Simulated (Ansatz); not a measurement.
# C3H9GaGe: how energies converge with the basis set

How large a basis does C3H9GaGe need? Two functionals are run in growing sets.

Program: Ansatz 0.2.0, Gaussian basis. Level of theory: one geometry, several basis sets. These are calculated values, not measurements.

The runs, in order: PBE0-D4/def2-SVP; ωB97M-V/def2-SVP; PBE0-D4/def2-QZVPP; ωB97M-V/def2-QZVPP; the functionals' def2-TZVPP values are taken from earlier runs.

## 1. Structure used throughout

The geometry comes from an earlier relaxation with PBE0-D4/def2-TZVP; it is a stationary point, not always the lowest conformer.

SMILES `[GaH2][C]1([GeH3])CC1`, 14 atoms, charge 0, spin multiplicity 1.

Atoms are counted from 1 here; the program's logs count them from 0.

Bond lengths: Ga1–C2 1.949 Å, Ga1–H6 1.570 Å, Ga1–H7 1.575 Å, C2–Ge3 1.937 Å, C2–C4 1.523 Å, C2–C5 1.523 Å, Ge3–H8 1.541 Å, Ge3–H9 1.545 Å, Ge3–H10 1.541 Å, C4–C5 1.481 Å, C4–H11 1.085 Å, C4–H12 1.085 Å, C5–H13 1.085 Å, C5–H14 1.085 Å. Angles: C2–Ga1–H6 122.3°, C2–Ga1–H7 116.3°, H6–Ga1–H7 121.4°, Ga1–C2–Ge3 119.0°, Ga1–C2–C4 116.1°, Ga1–C2–C5 116.1°, Ge3–C2–C4 116.5°, Ge3–C2–C5 116.5°, C4–C2–C5 58.2°, C2–Ge3–H8 110.9°, C2–Ge3–H9 108.9°, C2–Ge3–H10 110.9°, H8–Ge3–H9 108.8°, H8–Ge3–H10 108.4°, H9–Ge3–H10 108.8°, C2–C4–C5 60.9°, C2–C4–H11 117.7°, C2–C4–H12 118.6° and more.

## 2. PBE0-D4 in def2-SVP

File in.yaml:

```yaml
crystal:
  periodic: [false, false, false]
  atoms:
    - {symbol: Ga, position_ang: [-1.384366, 1.513349, -0.341850]}
    - {symbol: C, position_ang: [-0.088714, 0.090715, -0.030092]}
    - {symbol: Ge, position_ang: [0.894040, 0.065993, 1.639240]}
    - {symbol: C, position_ang: [-0.416492, -1.262595, -0.646899]}
    - {symbol: C, position_ang: [0.644440, -0.430126, -1.259155]}
    - {symbol: H, position_ang: [-1.660590, 2.642073, 0.713357]}
    - {symbol: H, position_ang: [-2.148009, 1.473423, -1.719320]}
    - {symbol: H, position_ang: [1.724542, 1.352815, 1.807005]}
    - {symbol: H, position_ang: [1.849583, -1.148067, 1.640297]}
    - {symbol: H, position_ang: [-0.064429, -0.054405, 2.839505]}
    - {symbol: H, position_ang: [-0.114960, -2.151724, -0.102409]}
    - {symbol: H, position_ang: [-1.352353, -1.376210, -1.184368]}
    - {symbol: H, position_ang: [0.442342, 0.032171, -2.219908]}
    - {symbol: H, position_ang: [1.674945, -0.747401, -1.135402]}
basis:
  gaussian: {orbitals: def2-SVP}
hamiltonian: {xc: pbe0, dispersion: d4}
output: {orbitals: {seedname: orbitals}}
```

On the command line:

```
$ ansatz run in.yaml --threads 2 --pin off --events-out ev --progress --plain --max-ram 32768MiB --backend cpu
```

After this run come: ωB97M-V in def2-SVP; PBE0-D4 in def2-QZVPP; ωB97M-V in def2-QZVPP.

**Question.** What will the summary of the whole plan be? Wanted: PBE0-D4: double and triple zeta above quadruple; ωB97M-V: double and triple zeta above quadruple.

The runs gave:

| quantity | value |
| --- | --- |
| PBE0-D4: double and triple zeta above quadruple | 19.85, 2.59 eV |
| ωB97M-V: double and triple zeta above quadruple | 19.95, 2.52 eV |

In words: PBE0-D4 gains 17.26 eV from double to triple zeta, then 2.59 eV more. These are total energies; as a rule much of such shifts cancels in differences, which this series doesn't test.
